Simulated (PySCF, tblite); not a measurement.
# B3N2H9: geometry, infrared bands, NMR shifts and spin-spin couplings

What infrared bands, NMR shifts and spin-spin couplings should B3N2H9 (`B[NH+]1[BH2-][NH2+][BH2-]1`) show?

Programs: tblite 0.8.0 and PySCF 2.14.0, with density-fitted response routines of our own. Each step states its level of theory. These are calculated values for one molecule in the gas phase, unless marked as measured. Atoms are numbered from 0 throughout.

## 1. The molecule as given

14 atoms, charge 0, multiplicity 1; geometry from: force field or distance geometry start.

Bonds of the start (Å): B0–N1 1.55, N1–B2 1.54, B2–N3 1.51, N3–B4 1.54, B4–N1 1.51, B0–H5 1.18, B0–H6 1.19, N1–H7 1.03, B2–H8 1.20, B2–H9 1.18, N3–H10 1.05, N3–H11 1.06, B4–H12 1.18, B4–H13 1.20.

## 2. Relaxing the molecule with GFN2-xTB

What the job is given:

```
{"job": {"kind": "relax", "xc": "GFN2-xTB", "basis": "xTB"}, "charge": 0, "multiplicity": 1}
B      1.597600    -0.944000     0.153700
N      0.384800    -0.438500    -0.671000
B      0.156500     1.014500    -0.226900
N     -1.091800     0.641600     0.543300
B     -0.975300    -0.754000    -0.092300
H      2.619500    -0.521200    -0.267500
H      1.449800    -0.837700     1.332300
H      0.536700    -0.566500    -1.677500
H      1.014100     1.426500     0.497000
H     -0.010300     1.669100    -1.194800
H     -1.940800     1.180400     0.258400
H     -0.927800     0.609800     1.595100
H     -1.009900    -1.638500     0.685100
H     -1.803600    -0.841900    -0.957200
```

On the command line:

```
$ OMP_NUM_THREADS=1 python probes_run.py task.json out
```

This one command runs all jobs of the session in turn.

**Question.** This job is followed by: GFN2-xTB harmonic vibrations, gas phase; GIAO PBE0/pcSseg-1 NMR shielding, non-relativistic, gas phase; B3LYP/pcJ-1 indirect spin-spin coupling, non-relativistic, gas phase. What will the session give for the following? strongest single infrared mode (GFN2-xTB); zero-point energy (GFN2-xTB); 1H shifts against TMS (PBE0/pcSseg-1, means over atoms taken as alike); 11B shifts against BF3·OEt2 (PBE0/pcSseg-1, means over atoms taken as alike); 15N shifts against NH3 (PBE0/pcSseg-1); surface potential, 1st and 99th percentile; largest coupling of the table (B3LYP/pcJ-1).

As calculated:

| quantity | value |
| --- | --- |
| strongest single infrared mode (GFN2-xTB) | 1076 cm⁻¹, 316 km/mol |
| zero-point energy (GFN2-xTB) | 69.9 kcal/mol |
| 1H shifts against TMS (PBE0/pcSseg-1, means over atoms taken as alike) | 5.99, 4.71, 3.56, 3.41, 1.91, 1.85 ppm |
| 11B shifts against BF3·OEt2 (PBE0/pcSseg-1, means over atoms taken as alike) | 63.4, -14.4 ppm |
| 15N shifts against NH3 (PBE0/pcSseg-1) | 78.0, 19.3 ppm |
| surface potential, 1st and 99th percentile | -0.81 V and 1.94 V |
| largest coupling of the table (B3LYP/pcJ-1) | 1J(B,H) B0–H5, 141.4 Hz |

What this shows: Relaxing lowered the energy by 1.003 eV in 99 steps; the close pair that moved most is B0–N1, from 1.551 to 1.426 Å. No mode is imaginary among the 36: a minimum at this level. Unscaled tight-binding wavenumbers are off by several per cent, some by more. Its intensities can rank the bands wrongly. At PBE0/pcSseg-1: The largest span, 145 ppm, is at N1, where the paramagnetic term is -134 ppm. By nearest atom (PBE0/pcSseg-1), the HOMO sits on N1, N3 about 18 % each; H9, H13 about 15 % each and the LUMO on B0 49 %; H5, H6 about 15 % each. Of the pairs tabulated at B3LYP/pcJ-1, B0–H5 (mean over like pairs) couples most strongly (141.4 Hz; Fermi contact 141.7 Hz). Couplings across rotatable bonds belong to this one conformer; where others are populated, the observed values are averages.
